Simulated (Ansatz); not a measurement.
What does this script print? It uses the Python package of Ansatz (0.2.0).

`br3hsi.py`:
```python
"""Single point of Br3HSi in a Gaussian basis."""

import json
import logging
import sys

import ansatz
from ase import Atoms

logging.basicConfig(stream=sys.stdout, format="%(levelname)s %(message)s")
log = logging.getLogger("calc")
log.setLevel(logging.INFO)


def main() -> None:
    atoms = Atoms(["Br", "Si", "Br", "Br", "H"], positions=[
        (1.201, -1.2743, 1.3674),
        (-0.116, 0.0571, 0.0792),
        (1.1182, 1.5986, -0.8985),
        (-1.0026, -1.1656, -1.4826),
        (-1.1508, 0.7105, 0.8931),
    ])
    geometry = ansatz.Crystal.molecule_from_ase(atoms)

    base = (
        geometry.calculation()
        .basis(gaussian="cc-pVDZ")
        .functional("B3LYP")
    )
    trace = []
    outcome = base.session().plan().execute(on_event=trace.append)
    report = outcome.report
    for event in trace:
        if event["event"] == "mean_field_evaluation" and event["data"]["evaluation"] <= 25:
            log.info("pass {evaluation:3d}  E = {energy_ev:.6f} eV  gradient {gradient_ev:.1e}".format(**event["data"]))

    log.info("reference energy %16.6f eV" % report["reference_energy_ev"])
    log.info("total energy     %16.6f eV" % report["free_energy_ev"])
    print("occupied (up, down):", report["n_occupied"], " virtual:", report["n_virtual"], " frozen:", report["n_frozen"])
    with open("br3hsi.json", "w") as handle:
        json.dump({k: report[k] for k in ("free_energy_ev", "reference_energy_ev", "n_occupied", "n_virtual")}, handle, indent=1)


if __name__ == "__main__":
    main()
```

```console
$ python br3hsi.py
INFO pass   1  E = -218036.469170 eV  gradient 1.1e+01
INFO pass   2  E = -218036.444212 eV  gradient 1.2e+01
INFO pass   3  E = -218036.834589 eV  gradient 2.7e+00
INFO pass   4  E = -218036.858031 eV  gradient 4.9e-01
INFO pass   5  E = -218036.858392 eV  gradient 4.9e-01
INFO pass   6  E = -218036.875783 eV  gradient 4.6e-01
INFO pass   7  E = -218036.876353 eV  gradient 7.7e-02
INFO pass   8  E = -218036.876370 eV  gradient 2.5e-02
INFO pass   9  E = -218036.876372 eV  gradient 7.1e-03
INFO pass  10  E = -218036.876372 eV  gradient 7.2e-03
INFO pass  11  E = -218036.876372 eV  gradient 9.9e-04
INFO pass  12  E = -218036.876372 eV  gradient 2.4e-04
INFO pass  13  E = -218036.876372 eV  gradient 3.7e-05
INFO pass  14  E = -218036.876372 eV  gradient 4.0e-05
INFO pass  15  E = -218036.876372 eV  gradient 4.0e-05
INFO reference energy   -218036.876607 eV
INFO total energy       -218036.876607 eV
occupied (up, down): [60, 60]  virtual: [44, 44]  frozen: 0
```

File `br3hsi.json` afterwards:
```json
{
 "free_energy_ev": -218036.87660724306,
 "reference_energy_ev": -218036.87660724306,
 "n_occupied": [
  60,
  60
 ],
 "n_virtual": [
  44,
  44
 ]
}
```

Total energies depend on the basis set; only differences at equal settings carry meaning. The geometry is a force-field or estimated start, not a minimum of this method, and the basis set is short of its limit. b3lyp holds the VWN-RPA fit, as in Gaussian; the form of ORCA and Turbomole is b3lyp5. Early passes use coarser integrals and grids, so their energies can't be compared with the last. Run time: 9.5 s on 1 thread of Intel(R) Xeon(R) Platinum 8259CL CPU @ 2.50GHz (Skylake/Cascade Lake), on a shared host, peak memory 0.39 GiB.

(Lines on the test bed's own set-up are left out of the output.)
